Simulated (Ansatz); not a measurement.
# CSn: the cost of one run

All numbers are computed with Ansatz 0.2.0 through its Python package. Level of theory: PBE0/def2-TZVP.

## (1) Starting point

Bond lengths: Sn1–C2 2.160 Å.

The script holds or builds the structure itself.

## (2) Script

csn.py

```python
import ansatz as az
from ase import Atoms
from ase.data import atomic_masses, atomic_numbers
import numpy as np

atoms = Atoms(["Sn", "C"], positions=[
    (0.0, 0.0, 0.0),
    (0.0, 0.0, 2.16),
])
mol = az.Crystal.molecule_from_ase(atoms)

symbols = [site.symbol for site in mol.cartesian_sites]
start = np.array([site.position_ang for site in mol.cartesian_sites])
axis = (start[1] - start[0]) / np.linalg.norm(start[1] - start[0])
moving = [1]
lengths, energies = [1.901, 1.987, 2.074, 2.16, 2.246, 2.333, 2.419, 2.549], []
for length in lengths:
    xyz = start.copy()
    xyz[moving] += (length - np.linalg.norm(start[1] - start[0])) * axis
    point = az.Crystal.molecule()
    for symbol, place in zip(symbols, xyz):
        point = point.atom(symbol, place.tolist())
    setup = (
        point.calculation()
        .basis(gaussian="def2-TZVP")
        .functional("PBE0")
        .charge(1)
        .spin("collinear", total=3)
    )
    summary = setup.run(threads=1).report
    energies.append(summary["free_energy_ev"])
    print(f"r = {length:6.3f} A  E = {energies[-1]:.5f} eV  <S^2> = {abs(summary['mean_field']['state']['spin_squared']):.3f}")

fit = np.polynomial.Polynomial.fit(lengths, np.array(energies) - min(energies), 4).convert()
roots = [r.real for r in fit.deriv().roots() if abs(r.imag) < 1e-9 and fit.deriv(2)(r.real) > 0]
r_e = min(roots, key=lambda r: abs(r - lengths[int(np.argmin(energies))]))
print(f"minimum of the fit at {r_e:.4f} A, force constant {fit.deriv(2)(r_e):.2f} eV/A^2")
m1, m2 = (atomic_masses[atomic_numbers[s]] for s in symbols)
mu = m1 * m2 / (m1 + m2)
print(f"harmonic wavenumber {521.4709 * np.sqrt(fit.deriv(2)(r_e) / mu):.0f} 1/cm, rotational constant {16.857629 / (mu * r_e ** 2):.4f} 1/cm")
```

## (3) The calls as engine input

The package turns the script's settings into the engine's input (first run):

```yaml
crystal:
  periodic: [false, false, false]
  atoms:
    - { symbol: Sn, position_ang: [0.0, 0.0, 0.0] }
    - { symbol: C, position_ang: [0.0, 0.0, 1.901] }
basis:
  gaussian:
    orbitals: def2-TZVP
hamiltonian:
  xc: pbe0
magnetization:
  spin_polarized: true
  initial_magnetization: 3.0
total_charge: 1.0
```

## (4) Launch

Started as:

```sh
$ python csn.py
```

**Question.** How long does this script take on 1 thread of Arm Neoverse V2, shared host, and how much memory does it need?

About 12 s, with a peak of 0.21 GiB.
